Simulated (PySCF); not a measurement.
**Aluminium: the same states on changed settings**

These states were run before on sound settings. What differs here: radial step 0.8 in ln r (0.13 in the sound run), unsound on purpose. What does it move?

The numbers are computed with PySCF 2.14.0 (unrestricted determinants in a Gaussian basis, no spin-orbit coupling in the energies), except any that are marked as measured or tabulated.

**1. Starting point**

* Element: aluminium (Z = 13)
* Basis: cc-pV(T+d)Z (5s4p3d1f, 39 functions)
* Hamiltonian: no relativity, point nucleus
* State 1: Al+: [Ne] 3s2, closed-shell 1S
* State 2: Al(2+): [Ne] 3s1, 2S determinant
* Methods: B3LYP, TPSS

The outer shells:

Al+ [Ne] 3s2
```
[Ne] core
3s [↑↓]
```

Al2+ [Ne] 3s1
```
[Ne] core
3s [↑ ]
```

The sound run (cc-pV(T+d)Z, the non-relativistic Hamiltonian (point nucleus), symmetry-adapted start, fine grid, valence correlation) gave:

```tsv
species	method	energy (hartree)
Al+	UHF	-241.67338
Al+	B3LYP	-242.16852
Al+	TPSS	-242.15681
Al+	MP2 (valence)	-241.70114
Al+	CCSD(T) (valence)	-241.71291
Al(2+)	UHF	-241.02957
Al(2+)	B3LYP	-241.47397
Al(2+)	TPSS	-241.47277
```

The runs were made by one driver on top of PySCF. The scripts below sum up each run's settings (the driver also hands on starting orbitals that pick excited configurations, and frozen orbitals as a list rather than a count), and the logs come from the driver's own runs. The driver starts from symmetry-adapted Hartree-Fock orbitals, holds the occupation by maximum overlap and uses a logarithmic radial grid for functionals, so a plain start would take other cycles.

The driver's launch:

```bash
OMP_NUM_THREADS=1 python atomrun2.py TASK.json OUT
```

The integrals over 39 functions and the set-up took 0.04 s of CPU time.

The grid is set inside the driver, so the scripts do not show it: radial step 0.8 in ln r (0.13 in the sound run).

**2. Changed run, Al+**

**B3LYP**

Contents of input.py:

```python
from pyscf import gto, scf, dft, mp, cc
import basis_set_exchange as bse
mol = gto.M(atom="Al 0 0 0", charge=1, spin=0, symmetry="D2h",
            basis=gto.basis.parse(bse.get_basis("cc-pV(T+d)Z", elements=["Al"], fmt="nwchem", header=False)))
mf = dft.UKS(mol, xc="B3LYP")
mf.irrep_nelec = {'Ag': (3, 3), 'B1u': (1, 1), 'B2u': (1, 1), 'B3u': (1, 1)}
mf.kernel()
```

What it wrote:

```text
damping factor = 0
level_shift factor = 0
DIIS = <class 'pyscf.scf.diis.CDIIS'>
diis_start_cycle = 1
diis_space = 10
diis_damp = 0
SCF conv_tol = 1e-09
SCF conv_tol_grad = None
number electrons alpha = 6  beta = 6
XC functionals = B3LYP
    P. J. Stephens, F. J. Devlin, C. F. Chabalowski, and M. J. Frisch.,  J. Phys. Chem. 98, 11623 (1994)
cycle= 1 E= -242.170308692114  delta_E= -0.00244  |g|= 0.0245  |ddm|= 0.46
cycle= 2 E= -242.170391237536  delta_E= -8.25e-05  |g|= 0.0129  |ddm|= 0.0338
cycle= 3 E= -242.170419502186  delta_E= -2.83e-05  |g|= 0.00012  |ddm|= 0.00991
cycle= 4 E= -242.170419506166  delta_E= -3.98e-09  |g|= 8.43e-06  |ddm|= 0.000553
cycle= 5 E= -242.17041950619  delta_E= -2.38e-11  |g|= 2.81e-07  |ddm|= 1.65e-05
converged SCF energy = -242.17041950619  <S^2> = -4.4408921e-15  2S+1 = 1
```

It took 0.06 s on 1 thread of Neoverse-V2, shared host, the integrals not counted.

The occupied shells:

```tsv
shell	electrons	mean orbital energy (eV)	spread (eV)	rms radius (bohr)
1s	2	-1535.0	0	0.140
2s	2	-122.10	0	0.685
2p	6	-82.664	0	0.677
3s	2	-15.493	0	2.65
```

⟨S²⟩ = 0.000, ⟨L²⟩ = 0.00.

**TPSS**

Changes to input.py:

```diff
@@ -4,3 +4,3 @@
             basis=gto.basis.parse(bse.get_basis("cc-pV(T+d)Z", elements=["Al"], fmt="nwchem", header=False)))
-mf = dft.UKS(mol, xc="B3LYP")
+mf = dft.UKS(mol, xc="TPSS")
 mf.irrep_nelec = {'Ag': (3, 3), 'B1u': (1, 1), 'B2u': (1, 1), 'B3u': (1, 1)}
```

What it wrote:

```text
damping factor = 0
level_shift factor = 0
DIIS = <class 'pyscf.scf.diis.CDIIS'>
diis_start_cycle = 1
diis_space = 10
diis_damp = 0
SCF conv_tol = 1e-09
SCF conv_tol_grad = None
number electrons alpha = 6  beta = 6
XC functionals = TPSS
    J. Tao, J. P. Perdew, V. N. Staroverov, and G. E. Scuseria.,  Phys. Rev. Lett. 91, 146401 (2003)
    J. P. Perdew, J. Tao, V. N. Staroverov, and G. E. Scuseria.,  J. Chem. Phys. 120, 6898 (2004)
    J. Tao, J. P. Perdew, V. N. Staroverov, and G. E. Scuseria.,  Phys. Rev. Lett. 91, 146401 (2003)
    J. P. Perdew, J. Tao, V. N. Staroverov, and G. E. Scuseria.,  J. Chem. Phys. 120, 6898 (2004)
cycle= 1 E= -242.171083531989  delta_E= -0.00321  |g|= 0.0571  |ddm|= 0.431
cycle= 2 E= -242.171442886906  delta_E= -0.000359  |g|= 0.0331  |ddm|= 0.0783
cycle= 3 E= -242.171621569868  delta_E= -0.000179  |g|= 7.24e-05  |ddm|= 0.0283
cycle= 4 E= -242.171621571319  delta_E= -1.45e-09  |g|= 4.61e-06  |ddm|= 0.000116
cycle= 5 E= -242.171621571326  delta_E= -6.34e-12  |g|= 2.44e-08  |ddm|= 7.04e-06
converged SCF energy = -242.171621571326  <S^2> = -1.7763568e-15  2S+1 = 1
```

Time after the integrals: 0.08 s (1 thread of Neoverse-V2, shared host).

**3. Changed run, Al(2+), method by method**

**B3LYP**

Contents of input.py:

```python
from pyscf import gto, scf, dft, mp, cc
import basis_set_exchange as bse
mol = gto.M(atom="Al 0 0 0", charge=2, spin=1, symmetry="D2h",
            basis=gto.basis.parse(bse.get_basis("cc-pV(T+d)Z", elements=["Al"], fmt="nwchem", header=False)))
mf = dft.UKS(mol, xc="B3LYP")
mf.irrep_nelec = {'Ag': (3, 2), 'B1u': (1, 1), 'B2u': (1, 1), 'B3u': (1, 1)}
mf.kernel()
```

What it wrote:

```text
damping factor = 0
level_shift factor = 0
DIIS = <class 'pyscf.scf.diis.CDIIS'>
diis_start_cycle = 1
diis_space = 10
diis_damp = 0
SCF conv_tol = 1e-09
SCF conv_tol_grad = None
number electrons alpha = 6  beta = 5
XC functionals = B3LYP
    P. J. Stephens, F. J. Devlin, C. F. Chabalowski, and M. J. Frisch.,  J. Phys. Chem. 98, 11623 (1994)
cycle= 1 E= -241.476908170398  delta_E= -0.00236  |g|= 0.0163  |ddm|= 0.375
cycle= 2 E= -241.476945107466  delta_E= -3.69e-05  |g|= 0.00786  |ddm|= 0.0389
cycle= 3 E= -241.476955055069  delta_E= -9.95e-06  |g|= 9.53e-05  |ddm|= 0.00654
cycle= 4 E= -241.476955061416  delta_E= -6.35e-09  |g|= 7.75e-06  |ddm|= 0.000649
cycle= 5 E= -241.476955061444  delta_E= -2.8e-11  |g|= 3.04e-07  |ddm|= 2.49e-05
converged SCF energy = -241.476955061444  <S^2> = 0.75000653  2S+1 = 2.0000065
```

It took 0.06 s on 1 thread of Neoverse-V2, shared host, the integrals not counted.

The occupied shells:

```tsv
shell	electrons	mean orbital energy (eV)	spread (eV)	rms radius (bohr)
1s α	1	-1547.0	0	0.140
1s β	1	-1546.8	0	0.140
2s α	1	-133.90	0	0.684
2s β	1	-133.56	0	0.684
2p α	3	-94.448	0	0.675
2p β	3	-94.202	0	0.675
3s α	1	-25.058	0	2.38
```

⟨S²⟩ = 0.750, ⟨L²⟩ = 0.00.

**TPSS**

Changes to input.py:

```diff
@@ -4,3 +4,3 @@
             basis=gto.basis.parse(bse.get_basis("cc-pV(T+d)Z", elements=["Al"], fmt="nwchem", header=False)))
-mf = dft.UKS(mol, xc="B3LYP")
+mf = dft.UKS(mol, xc="TPSS")
 mf.irrep_nelec = {'Ag': (3, 2), 'B1u': (1, 1), 'B2u': (1, 1), 'B3u': (1, 1)}
```

What it wrote:

```text
damping factor = 0
level_shift factor = 0
DIIS = <class 'pyscf.scf.diis.CDIIS'>
diis_start_cycle = 1
diis_space = 10
diis_damp = 0
SCF conv_tol = 1e-09
SCF conv_tol_grad = None
number electrons alpha = 6  beta = 5
XC functionals = TPSS
    J. Tao, J. P. Perdew, V. N. Staroverov, and G. E. Scuseria.,  Phys. Rev. Lett. 91, 146401 (2003)
    J. P. Perdew, J. Tao, V. N. Staroverov, and G. E. Scuseria.,  J. Chem. Phys. 120, 6898 (2004)
    J. Tao, J. P. Perdew, V. N. Staroverov, and G. E. Scuseria.,  Phys. Rev. Lett. 91, 146401 (2003)
    J. P. Perdew, J. Tao, V. N. Staroverov, and G. E. Scuseria.,  J. Chem. Phys. 120, 6898 (2004)
cycle= 1 E= -241.501566053226  delta_E= -0.00286  |g|= 0.051  |ddm|= 0.425
cycle= 2 E= -241.501855512264  delta_E= -0.000289  |g|= 0.0289  |ddm|= 0.0731
cycle= 3 E= -241.501988983737  delta_E= -0.000133  |g|= 9.65e-05  |ddm|= 0.0243
cycle= 4 E= -241.501988986328  delta_E= -2.59e-09  |g|= 6.48e-06  |ddm|= 0.000446
cycle= 5 E= -241.501988986337  delta_E= -9.52e-12  |g|= 4.9e-08  |ddm|= 8.54e-06
converged SCF energy = -241.501988986337  <S^2> = 0.75002772  2S+1 = 2.0000277
```

It took 0.08 s on 1 thread of Neoverse-V2, shared host, the integrals not counted.

**4. What moved**

```tsv
species	method	converged	energy less sound run (eV)
Al+	B3LYP	yes	-0.0518
Al+	TPSS	yes	-0.4031
Al(2+)	B3LYP	yes	-0.0813
Al(2+)	TPSS	yes	-0.7952
```

Ionisation energy of Al+:

```tsv
method	sound run (eV)	changed run (eV)	shift (eV)
UHF	17.519	17.519	+0.000
B3LYP	18.900	18.870	-0.030
TPSS	18.614	18.222	-0.392
```

**5. Outcome**

| quantity | value |
| --- | --- |
| change | radial step 0.8 in ln r (0.13 in the sound run) |
| runs converged | 4 of 4 |
| largest shift of a converged total energy | 0.795 eV |
| largest shift of the ionisation energy | -0.392 eV (TPSS) |

**Reading.** The ionisation energy moves by up to 0.39 eV, at TPSS. A coarse radial grid mis-integrates the density and the exchange-correlation energy, with errors of either sign; Hartree-Fock needs no grid. The setting is unsound on purpose, so these numbers are no properties of the atom.
